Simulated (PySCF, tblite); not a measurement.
# CH9PS2Si2: geometry, infrared bands and NMR shifts

Aim: predict the infrared bands and NMR shifts of CH9PS2Si2 (`CS[Si@H](P)S[SiH3]`).

The runs use tblite 0.8.0 and PySCF 2.14.0, with density-fitted response routines of our own; the level of theory stands in each step. All values are computed, except where a source is named. Atoms are numbered from 0 throughout.

**1. The starting structure**

15 atoms, charge 0, multiplicity 1; geometry from: force field or distance geometry start.

Bonds of the start (Å): C0–S1 1.80, S1–Si2 2.13, Si2–P3 2.20, Si2–S4 2.13, S4–Si5 2.13, C0–H6 1.10, C0–H7 1.09, C0–H8 1.10, Si2–H9 1.48, P3–H10 1.41, P3–H11 1.42, Si5–H12 1.48, Si5–H13 1.48, Si5–H14 1.49.

**2. Geometry optimisation with GFN2-xTB**

What the job is given:

```
{"job": {"kind": "relax", "xc": "GFN2-xTB", "basis": "xTB"}, "charge": 0, "multiplicity": 1}
C      2.677600     1.031300     0.067000
S      2.123300    -0.649400    -0.280100
Si     0.047900    -0.624400     0.207900
P     -0.712700    -2.664000    -0.121800
S     -0.921200     0.716600    -1.128000
Si    -2.626900     1.040300     0.104100
H      2.173000     1.748500    -0.601300
H      3.753400     1.109300    -0.096500
H      2.471000     1.303700     1.108600
H     -0.112500    -0.198300     1.620400
H     -0.179800    -2.847200    -1.412300
H      0.342300    -3.347100     0.542100
H     -3.552100     1.972100    -0.574000
H     -3.306700    -0.245100     0.365900
H     -2.181000     1.661700     1.384600
```

Launch:

```
> OMP_NUM_THREADS=1 python probes_run.py task.json out
```

This one command runs all jobs of the session in turn.

**Question.** This job is followed by: GFN2-xTB harmonic vibrations, gas phase; GIAO PBE0/pcSseg-1 NMR shielding, non-relativistic, gas phase. What will the session give for the following? strongest single infrared mode (GFN2-xTB); zero-point energy (GFN2-xTB); ¹³C shifts against TMS (PBE0/pcSseg-1); ¹H shifts against TMS (PBE0/pcSseg-1, means over atoms taken as alike); ³³S shifts against CS2 (PBE0/pcSseg-1); ²⁹Si shifts against TMS (PBE0/pcSseg-1); ³¹P shifts against H3PO4 (PBE0/pcSseg-1).

**Answer**, as computed:

```
                                                              quantity                       value
                             strongest single infrared mode (GFN2-xTB)        775 cm⁻¹, 409 km/mol
                                          zero-point energy (GFN2-xTB)               57.5 kcal/mol
                                ¹³C shifts against TMS (PBE0/pcSseg-1)                    14.6 ppm
¹H shifts against TMS (PBE0/pcSseg-1, means over atoms taken as alike)  6.03, 4.73, 2.24, 1.38 ppm
                                ³³S shifts against CS2 (PBE0/pcSseg-1)              -137, -305 ppm
                               ²⁹Si shifts against TMS (PBE0/pcSseg-1)             16.2, -60.6 ppm
                              ³¹P shifts against H3PO4 (PBE0/pcSseg-1)                  -282.2 ppm
```

**Reading.** Over 182 steps the energy fell by 0.254 eV; of the close pairs, P3–H11 changed most, 1.421 to 1.379 Å. All 39 modes are real, so the xTB geometry is a minimum. The strongest single mode, at 775 cm⁻¹, moves mainly H14 and H13. GFN2-xTB is a fitted tight-binding method: band positions and strengths are rough. Its intensities can rank the bands wrongly.
